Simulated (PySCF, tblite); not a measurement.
# C7H10Si: a rotation path, then NMR shifts on frames, part 2 of 2

tblite 0.8.0 and PySCF 2.14.0. Atoms count from 0. Earlier steps stand in the parts before.

## 6. Nuclear shieldings: image 6, PBE0/pcSseg-1

What the job is given:

```
{"job": {"kind": "nmr", "xc": "PBE0", "basis": "pcSseg-1", "pop": false}, "charge": 0, "multiplicity": 1}
C     -2.057800     1.261300    -0.318000
C     -1.359000     0.129200    -0.305000
C     -2.024800    -1.210100    -0.184800
C      0.095700     0.138100    -0.371300
C      0.809900     0.896300    -1.226100
C      2.254500     0.802700    -1.134000
C      2.741400    -0.039800    -0.212800
Si     1.310900    -0.836300     0.716400
H     -1.570900     2.219500    -0.374900
H     -3.132600     1.271800    -0.244500
H     -3.105100    -1.096400    -0.135400
H     -1.679400    -1.727600     0.709200
H     -1.779400    -1.832500    -1.045500
H      0.356800     1.532000    -1.974600
H      2.869900     1.398400    -1.794900
H      3.798500    -0.175400    -0.055300
H      1.196500    -2.285800     0.549600
H      1.265900    -0.439200     2.125700
```

Method: GIAO PBE0/pcSseg-1 NMR shielding, non-relativistic, gas phase.

Log:

```text
coarse grid: 15432 points
cycle   1  E = -561.5885062180  dE =  1.065e+00  |g| = 4.589e-01  |ddm| = 3.988e+00
cycle   2  E = -561.5812034817  dE =  7.303e-03  |g| = 4.914e-01  |ddm| = 1.003e+00
cycle   3  E = -561.6471744189  dE = -6.597e-02  |g| = 4.081e-02  |ddm| = 5.404e-01
cycle   4  E = -561.6472743954  dE = -9.998e-05  |g| = 3.625e-02  |ddm| = 6.400e-02
cycle   5  E = -561.6475934247  dE = -3.190e-04  |g| = 7.716e-03  |ddm| = 3.796e-02
cycle   6  E = -561.6476094257  dE = -1.600e-05  |g| = 2.152e-03  |ddm| = 1.097e-02
cycle   7  E = -561.6476105490  dE = -1.123e-06  |g| = 5.083e-04  |ddm| = 2.482e-03
final grid: 144104 points
cycle   8  E = -561.6956384863  dE = -3.507e-05  |g| = 8.028e-03  |ddm| = 3.662e-02
cycle   9  E = -561.6956312732  dE =  7.213e-06  |g| = 9.449e-03  |ddm| = 1.841e-02
cycle  10  E = -561.6956557096  dE = -2.444e-05  |g| = 1.877e-03  |ddm| = 1.122e-02
cycle  11  E = -561.6956566132  dE = -9.037e-07  |g| = 2.871e-04  |ddm| = 1.896e-03
cycle  12  E = -561.6956566316  dE = -1.836e-08  |g| = 1.054e-04  |ddm| = 4.011e-04
cycle  13  E = -561.6956566344  dE = -2.767e-09  |g| = 3.950e-05  |ddm| = 1.565e-04
cycle  14  E = -561.6956566348  dE = -3.874e-10  |g| = 1.131e-05  |ddm| = 3.943e-05
converged SCF energy = -561.6956566348

GIAO shielding tensors (ppm)
atom      isotropic    diamagn.    paramagn.     s11        s22        s33       span
  0 C       70.808     253.014    -182.207    -20.028     85.396    147.054    167.082
  1 C       31.513     258.302    -226.789    -89.233     29.169    154.604    243.837
  2 C      158.512     246.619     -88.107    140.525    151.272    183.737     43.212
  3 C       29.839     262.420    -232.581    -61.193      7.973    142.737    203.930
  4 C       39.276     253.054    -213.778    -58.095     45.394    130.527    188.623
  5 C       29.428     255.015    -225.588    -88.776     35.639    141.420    230.195
  6 C       53.053     262.170    -209.117    -56.485     48.230    167.414    223.898
  7 Si     397.745     882.390    -484.645    336.503    400.546    456.187    119.684
  8 H       26.540      33.287      -6.747     23.391     25.435     30.794      7.403
  9 H       26.699      30.715      -4.016     24.467     25.165     30.464      5.998
 10 H       29.643      29.266       0.377     25.654     28.409     34.865      9.211
 11 H       29.770      30.024      -0.255     25.612     29.460     34.236      8.624
 12 H       29.664      29.309       0.354     26.546     28.139     34.307      7.761
 13 H       24.621      34.171      -9.550     21.855     23.984     28.024      6.169
 14 H       24.432      30.096      -5.665     22.503     23.530     27.261      4.758
 15 H       25.461      29.765      -4.304     24.676     25.158     26.550      1.874
 16 H       27.000      29.607      -2.608     23.228     26.016     31.755      8.527
 17 H       27.171      29.632      -2.462     24.015     25.345     32.151      8.136
```

Wall time 68 s (1 thread of Intel Xeon at 2.50GHz, shared host); peak memory 0.89 GiB.

This run: δ C5 157.5, C3 157.1, C1 155.4, C4 147.6, H14 7.29, H13 7.10 ppm.

## 7. Nuclear shieldings: image 8, PBE0/pcSseg-1

What the job is given:

```
{"job": {"kind": "nmr", "xc": "PBE0", "basis": "pcSseg-1", "pop": false}, "charge": 0, "multiplicity": 1}
C     -2.139800     1.093200    -0.888700
C     -1.357700     0.148400    -0.361500
C     -1.961000    -1.042500     0.325700
C      0.092500     0.183800    -0.399700
C      0.851600     1.152400    -0.961400
C      2.286900     0.987400    -0.883700
C      2.733800    -0.113100    -0.261300
Si     1.262300    -1.123300     0.330200
H     -1.746200     1.960600    -1.387700
H     -3.213600     1.027700    -0.836800
H     -3.047000    -0.997200     0.306900
H     -1.629700    -1.085200     1.362100
H     -1.640100    -1.961100    -0.162900
H      0.452800     2.026900    -1.455100
H      2.931000     1.740000    -1.319200
H      3.783000    -0.328700    -0.150200
H      1.153700    -2.430400    -0.321400
H      1.178600    -1.232500     1.788300
```

With the program's defaults for keys left out, this is: GIAO PBE0/pcSseg-1 NMR shielding, non-relativistic, gas phase.

Log:

```text
coarse grid: 15432 points
cycle   1  E = -561.5881033913  dE =  1.076e+00  |g| = 4.556e-01  |ddm| = 4.063e+00
cycle   2  E = -561.5810309968  dE =  7.072e-03  |g| = 4.875e-01  |ddm| = 1.042e+00
cycle   3  E = -561.6459152405  dE = -6.488e-02  |g| = 4.369e-02  |ddm| = 5.471e-01
cycle   4  E = -561.6460263390  dE = -1.111e-04  |g| = 3.882e-02  |ddm| = 6.844e-02
cycle   5  E = -561.6463944357  dE = -3.681e-04  |g| = 7.738e-03  |ddm| = 4.218e-02
cycle   6  E = -561.6464107957  dE = -1.636e-05  |g| = 2.072e-03  |ddm| = 1.148e-02
cycle   7  E = -561.6464118638  dE = -1.068e-06  |g| = 5.497e-04  |ddm| = 2.689e-03
final grid: 144104 points
cycle   8  E = -561.6942358774  dE = -3.410e-05  |g| = 7.836e-03  |ddm| = 4.209e-02
cycle   9  E = -561.6942302275  dE =  5.650e-06  |g| = 8.982e-03  |ddm| = 1.822e-02
cycle  10  E = -561.6942524875  dE = -2.226e-05  |g| = 1.654e-03  |ddm| = 1.097e-02
cycle  11  E = -561.6942531971  dE = -7.096e-07  |g| = 2.784e-04  |ddm| = 1.778e-03
cycle  12  E = -561.6942532153  dE = -1.820e-08  |g| = 8.146e-05  |ddm| = 3.575e-04
cycle  13  E = -561.6942532166  dE = -1.365e-09  |g| = 4.549e-05  |ddm| = 1.507e-04
cycle  14  E = -561.6942532172  dE = -5.607e-10  |g| = 9.584e-06  |ddm| = 4.938e-05
converged SCF energy = -561.6942532172

GIAO shielding tensors (ppm)
atom      isotropic    diamagn.    paramagn.     s11        s22        s33       span
  0 C       72.149     253.271    -181.122    -31.339     91.373    156.413    187.752
  1 C       39.471     256.449    -216.978    -81.462     37.604    162.272    243.734
  2 C      157.631     248.582     -90.951    132.557    153.579    186.757     54.200
  3 C       37.080     261.888    -224.808    -53.099     18.992    145.347    198.446
  4 C       40.605     253.466    -212.861    -64.020     43.537    142.298    206.318
  5 C       29.480     254.332    -224.852    -87.560     35.106    140.893    228.453
  6 C       52.387     262.332    -209.945    -54.203     43.188    168.176    222.379
  7 Si     398.860     882.716    -483.856    337.813    400.653    458.112    120.299
  8 H       25.864      33.224      -7.360     23.515     24.153     29.925      6.410
  9 H       26.386      30.243      -3.857     23.779     24.871     30.509      6.731
 10 H       29.777      29.599       0.178     25.482     28.741     35.108      9.626
 11 H       29.663      30.545      -0.883     25.892     29.197     33.899      8.006
 12 H       29.677      30.085      -0.408     25.873     29.261     33.897      8.024
 13 H       24.134      34.786     -10.652     22.250     22.480     27.672      5.422
 14 H       24.308      30.033      -5.725     22.458     23.096     27.370      4.912
 15 H       25.467      29.856      -4.388     24.726     25.071     26.605      1.878
 16 H       27.077      29.582      -2.505     23.442     25.848     31.942      8.500
 17 H       27.079      29.743      -2.664     23.439     25.854     31.945      8.506
```

Wall time 59 s (1 thread of Intel Xeon at 2.50GHz, shared host); peak memory 1.1 GiB.

In short: δ C5 157.4, C3 149.8, C1 147.5, C4 146.3, H13 7.58, H14 7.41 ppm.

## 8. Side by side: NMR shifts

Shifts (ppm) of some atoms, chosen among heavy atoms and hydrogens apart, with basis size and wall time:

| frame | C3 | C1 | C0 | C2 | H13 | H8 | Si7 | functions | time |
| --- | --- | --- | --- | --- | --- | --- | --- | --- | --- |
| image 0 | 154.7 | 151.2 | 124.9 | 22.6 | 6.85 | 5.42 | -49.3 | 193 | 98 s |
| image 2 | 156.7 | 153.5 | 120.9 | 25.6 | 6.97 | 5.08 | -47.1 | 193 | 75 s |
| image 4 | 158.6 | 156.4 | 116.1 | 29.1 | 6.77 | 4.80 | -43.8 | 193 | 67 s |
| image 6 | 157.1 | 155.4 | 116.1 | 28.4 | 7.10 | 5.18 | -48.6 | 193 | 68 s |
| image 8 | 149.8 | 147.5 | 114.8 | 29.3 | 7.58 | 5.85 | -49.7 | 193 | 59 s |

## 9. Results

This closing draws on all 2 parts.

| quantity | value |
| --- | --- |
| barrier | 0.149 eV (3.4 kcal/mol) at image 4 |
| end to end (GFN2-xTB) | 0.038 eV |
| 13C shifts against TMS (PBE0/pcSseg-1, image 0) | 157.3, 154.7, 151.2, 147.7, 132.2, 124.9, 22.6 ppm |
| 1H shifts against TMS (PBE0/pcSseg-1, image 0) | 7.27, 6.85, 6.10, 5.42, 5.35, 4.77, 4.77, 2.07, 2.07, 1.92 ppm |
| 29Si shifts against TMS (PBE0/pcSseg-1, image 0) | -49.3 ppm |
| potential on the surface of density 0.002 e/bohr³, 1st and 99th percentile | -0.67 V and 0.97 V |
| range of the shift of C0 | 114.8 to 124.9 ppm |

Along the band the dihedral turns by 180°, and the top (dihedral -91°) lies 3.4 kcal/mol above the start (GFN2-xTB, rough), so at room temperature this motion is fast. Ends this close can change order at a higher level. The top was not checked by a frequency run. Shifts at one fixed geometry are not the observed spectrum, which averages over the motion. In the first frame run (image 0): The widest tensor belongs to C1: span 242 ppm, with a paramagnetic part of -223 ppm. By nearest atom (PBE0/pcSseg-1), the HOMO sits on 4 C atoms about 18 % each; C1, C5 about 7 % each and the LUMO on C3, C4, C6 about 17 % each; C0, C5 about 10 % each. In ppm, C0 moves most: its shift spreads over 10.2 ppm, from 114.8 (image 8) to 124.9 (image 0).
